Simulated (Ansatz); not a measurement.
Born–Oppenheimer molecular dynamics of a periodic cell of 28 atoms, Cs₃LaO₃ (host Cs3LaO3, host structure P2_1/c). It goes on from the last frame of an earlier run, with new velocities.

Theory: DFT PBEsol, scalar-relativistic, plane waves, PAW in Ansatz 0.2.0. Settings: accuracy low, cutoff 420 eV, k mesh 1x1x1, fermi-dirac smearing 0.05 eV, no spin polarisation.

```yaml
ensemble: NVE (velocity Verlet)
time_step: 1 fs
steps_asked: 400
starting_velocities_drawn_for: 1920 K
seed: 732829
```

Frames 5 fs apart, positions in Å.

Velocities at 350.0 fs (Å/ps):

```
Cs -5.19 -1.97 0.62
Cs 1.41 2.95 -5.29
Cs 1.35 -0.85 4.00
Cs -1.12 5.29 -2.14
Cs -2.17 -0.87 -2.10
Cs 2.74 -3.44 -1.79
Cs -1.05 1.97 -0.79
Cs 1.24 -1.05 -0.63
Cs -3.86 -2.83 -2.04
Cs -7.13 -0.91 1.85
Cs 2.66 -2.91 5.42
Cs 4.63 2.06 -1.37
La 2.29 2.62 -0.51
La 3.18 -0.12 -0.90
La -1.12 0.94 2.06
La 2.08 0.30 3.28
O 2.56 6.73 -17.90
O 11.36 -6.09 -2.98
O 0.75 0.57 -10.76
O -7.41 2.87 -8.34
O -1.30 6.44 2.38
O 10.26 2.65 8.57
O -16.88 -0.20 1.35
O 11.07 -2.11 8.49
O 3.20 -2.51 5.56
O -4.42 -1.53 16.53
O -4.17 -10.42 6.88
O -6.86 -7.75 -8.50
```

```xyz
28
Lattice="8.8126 0.0000 0.0000 0.0000 7.9846 0.0000 -1.0251 0.0000 12.6868" Properties=species:S:1:pos:R:3 time_fs=350.0 energy_less_start_eV=2.354 T=1245
Cs 4.633 6.872 6.746
Cs -0.288 0.204 8.862
Cs 5.478 3.137 8.564
Cs 3.517 7.043 11.310
Cs 8.391 4.817 10.580
Cs 2.046 2.853 10.613
Cs 7.080 5.206 0.562
Cs 0.459 3.095 2.520
Cs 4.531 1.341 2.372
Cs 3.286 4.922 3.463
Cs 8.381 6.729 4.568
Cs 1.594 1.058 5.940
La -0.256 4.917 7.291
La 6.846 1.145 11.905
La 1.085 7.243 1.164
La 6.168 3.108 5.112
O 1.451 6.435 6.562
O 6.441 5.057 6.722
O 0.121 3.032 8.755
O 5.620 7.921 10.703
O 0.379 0.209 11.576
O 6.276 3.321 11.374
O 1.495 5.173 0.852
O 7.795 8.737 1.605
O 2.327 -0.419 2.727
O 5.993 4.558 3.037
O -0.380 3.303 5.697
O 4.423 1.989 5.826
28
Lattice="8.8126 0.0000 0.0000 0.0000 7.9846 0.0000 -1.0251 0.0000 12.6868" Properties=species:S:1:pos:R:3 time_fs=355.0 energy_less_start_eV=2.252 T=1275
Cs 4.607 6.862 6.749
Cs -0.281 0.219 8.835
Cs 5.484 3.132 8.584
Cs 3.510 7.069 11.299
Cs 8.379 4.813 10.571
Cs 2.061 2.835 10.604
Cs 7.075 5.216 0.558
Cs 0.464 3.089 2.517
Cs 4.512 1.326 2.362
Cs 3.251 4.918 3.472
Cs 8.394 6.714 4.594
Cs 1.618 1.069 5.933
La -0.242 4.928 7.288
La 6.863 1.145 11.902
La 1.079 7.248 1.173
La 6.179 3.111 5.128
O 1.456 6.463 6.478
O 6.495 5.023 6.705
O 0.126 3.038 8.701
O 5.588 7.935 10.655
O 0.371 0.246 11.590
O 6.328 3.328 11.416
O 1.409 5.165 0.858
O 7.852 8.724 1.640
O 2.350 -0.427 2.763
O 5.971 4.541 3.129
O -0.403 3.253 5.729
O 4.396 1.952 5.781
28
Lattice="8.8126 0.0000 0.0000 0.0000 7.9846 0.0000 -1.0251 0.0000 12.6868" Properties=species:S:1:pos:R:3 time_fs=360.0 energy_less_start_eV=2.131 T=1309
Cs 4.579 6.854 6.752
Cs -0.274 0.235 8.809
Cs 5.491 3.127 8.605
Cs 3.500 7.093 11.290
Cs 8.366 4.812 10.563
Cs 2.075 2.815 10.596
Cs 7.068 5.226 0.556
Cs 0.469 3.083 2.514
Cs 4.494 1.312 2.352
Cs 3.215 4.915 3.482
Cs 8.406 6.699 4.618
Cs 1.643 1.082 5.926
La -0.226 4.934 7.283
La 6.880 1.147 11.899
La 1.072 7.254 1.181
La 6.191 3.118 5.142
O 1.447 6.478 6.410
O 6.539 4.986 6.686
O 0.135 3.051 8.653
O 5.570 7.954 10.598
O 0.358 0.292 11.606
O 6.381 3.322 11.456
O 1.319 5.146 0.864
O 7.911 8.707 1.659
O 2.384 -0.428 2.809
O 5.952 4.505 3.239
O -0.430 3.209 5.755
O 4.384 1.919 5.733
28
Lattice="8.8126 0.0000 0.0000 0.0000 7.9846 0.0000 -1.0251 0.0000 12.6868" Properties=species:S:1:pos:R:3 time_fs=365.0 energy_less_start_eV=2.045 T=1334
Cs 4.550 6.847 6.755
Cs -0.267 0.252 8.784
Cs 5.497 3.121 8.627
Cs 3.488 7.117 11.280
Cs 8.351 4.812 10.557
Cs 2.090 2.794 10.587
Cs 7.061 5.236 0.555
Cs 0.473 3.075 2.511
Cs 4.475 1.297 2.343
Cs 3.180 4.913 3.491
Cs 8.417 6.684 4.639
Cs 1.669 1.097 5.917
La -0.206 4.936 7.276
La 6.898 1.151 11.899
La 1.065 7.261 1.188
La 6.203 3.127 5.155
O 1.427 6.480 6.359
O 6.568 4.952 6.670
O 0.148 3.071 8.615
O 5.567 7.979 10.535
O 0.342 0.345 11.624
O 6.433 3.303 11.493
O 1.226 5.120 0.868
O 7.973 8.686 1.659
O 2.421 -0.425 2.856
O 5.936 4.454 3.358
O -0.454 3.171 5.775
O 4.386 1.888 5.683
28
Lattice="8.8126 0.0000 0.0000 0.0000 7.9846 0.0000 -1.0251 0.0000 12.6868" Properties=species:S:1:pos:R:3 time_fs=370.0 energy_less_start_eV=2.052 T=1332
Cs 4.520 6.840 6.758
Cs -0.261 0.269 8.758
Cs 5.504 3.115 8.649
Cs 3.474 7.139 11.271
Cs 8.335 4.813 10.552
Cs 2.104 2.772 10.578
Cs 7.053 5.247 0.555
Cs 0.476 3.066 2.509
Cs 4.457 1.282 2.335
Cs 3.146 4.912 3.501
Cs 8.426 6.670 4.658
Cs 1.696 1.113 5.909
La -0.183 4.933 7.267
La 6.915 1.155 11.899
La 1.060 7.268 1.195
La 6.215 3.137 5.166
O 1.401 6.467 6.329
O 6.579 4.926 6.661
O 0.168 3.094 8.591
O 5.578 8.010 10.469
O 0.324 0.406 11.645
O 6.484 3.274 11.525
O 1.130 5.092 0.870
O 8.035 8.658 1.640
O 2.456 -0.418 2.895
O 5.921 4.394 3.478
O -0.467 3.142 5.790
O 4.397 1.859 5.634
28
Lattice="8.8126 0.0000 0.0000 0.0000 7.9846 0.0000 -1.0251 0.0000 12.6868" Properties=species:S:1:pos:R:3 time_fs=375.0 energy_less_start_eV=2.172 T=1298
Cs 4.490 6.835 6.760
Cs -0.255 0.288 8.732
Cs 5.511 3.108 8.671
Cs 3.458 7.161 11.263
Cs 8.318 4.816 10.549
Cs 2.119 2.749 10.569
Cs 7.044 5.257 0.556
Cs 0.477 3.056 2.507
Cs 4.440 1.268 2.327
Cs 3.113 4.912 3.511
Cs 8.434 6.655 4.673
Cs 1.724 1.131 5.899
La -0.158 4.925 7.256
La 6.933 1.160 11.899
La 1.057 7.276 1.203
La 6.227 3.148 5.178
O 1.373 6.441 6.321
O 6.572 4.914 6.663
O 0.195 3.120 8.584
O 5.599 8.047 10.403
O 0.307 0.470 11.669
O 6.531 3.240 11.554
O 1.032 5.068 0.870
O 8.098 8.626 1.605
O 2.484 -0.411 2.922
O 5.906 4.336 3.583
O -0.461 3.120 5.800
O 4.414 1.828 5.587
28
Lattice="8.8126 0.0000 0.0000 0.0000 7.9846 0.0000 -1.0251 0.0000 12.6868" Properties=species:S:1:pos:R:3 time_fs=380.0 energy_less_start_eV=2.288 T=1264
Cs 4.460 6.829 6.762
Cs -0.249 0.307 8.707
Cs 5.517 3.100 8.693
Cs 3.442 7.183 11.254
Cs 8.300 4.821 10.548
Cs 2.133 2.725 10.560
Cs 7.035 5.267 0.559
Cs 0.478 3.045 2.506
Cs 4.423 1.253 2.321
Cs 3.080 4.912 3.522
Cs 8.439 6.641 4.684
Cs 1.753 1.151 5.889
La -0.132 4.912 7.244
La 6.949 1.164 11.901
La 1.056 7.284 1.212
La 6.238 3.157 5.192
O 1.350 6.406 6.336
O 6.552 4.918 6.679
O 0.229 3.147 8.596
O 5.626 8.087 10.339
O 0.297 0.536 11.695
O 6.572 3.208 11.577
O 0.934 5.052 0.870
O 8.156 8.589 1.557
O 2.503 -0.404 2.935
O 5.887 4.294 3.652
O -0.432 3.107 5.805
O 4.433 1.794 5.543
28
Lattice="8.8126 0.0000 0.0000 0.0000 7.9846 0.0000 -1.0251 0.0000 12.6868" Properties=species:S:1:pos:R:3 time_fs=385.0 energy_less_start_eV=2.181 T=1295
Cs 4.429 6.825 6.764
Cs -0.243 0.327 8.681
Cs 5.524 3.092 8.715
Cs 3.425 7.204 11.245
Cs 8.282 4.827 10.547
Cs 2.146 2.700 10.550
Cs 7.024 5.277 0.562
Cs 0.477 3.032 2.504
Cs 4.407 1.238 2.316
Cs 3.048 4.914 3.534
Cs 8.443 6.629 4.691
Cs 1.782 1.171 5.878
La -0.105 4.893 7.230
La 6.965 1.168 11.902
La 1.058 7.292 1.221
La 6.249 3.163 5.209
O 1.335 6.366 6.372
O 6.523 4.936 6.710
O 0.273 3.171 8.627
O 5.654 8.129 10.277
O 0.298 0.601 11.722
O 6.605 3.188 11.596
O 0.837 5.045 0.870
O 8.203 8.552 1.505
O 2.511 -0.400 2.934
O 5.860 4.281 3.670
O -0.381 3.103 5.803
O 4.451 1.757 5.500
```

Of the whole run (400 fs, mean temperature of the second half 1313 K): The conserved energy stayed within 0.043 meV per atom of its start (net change -0.012 meV per atom), so the integration is sound. A run of 0.4 ps of so small a system gives no equilibrium averages. Limits of this set-up: coarse k mesh, low accuracy level.

Run time: 19 min on 2 threads of Arm Neoverse V2, with other jobs on the host, peak memory 0.9 GiB.
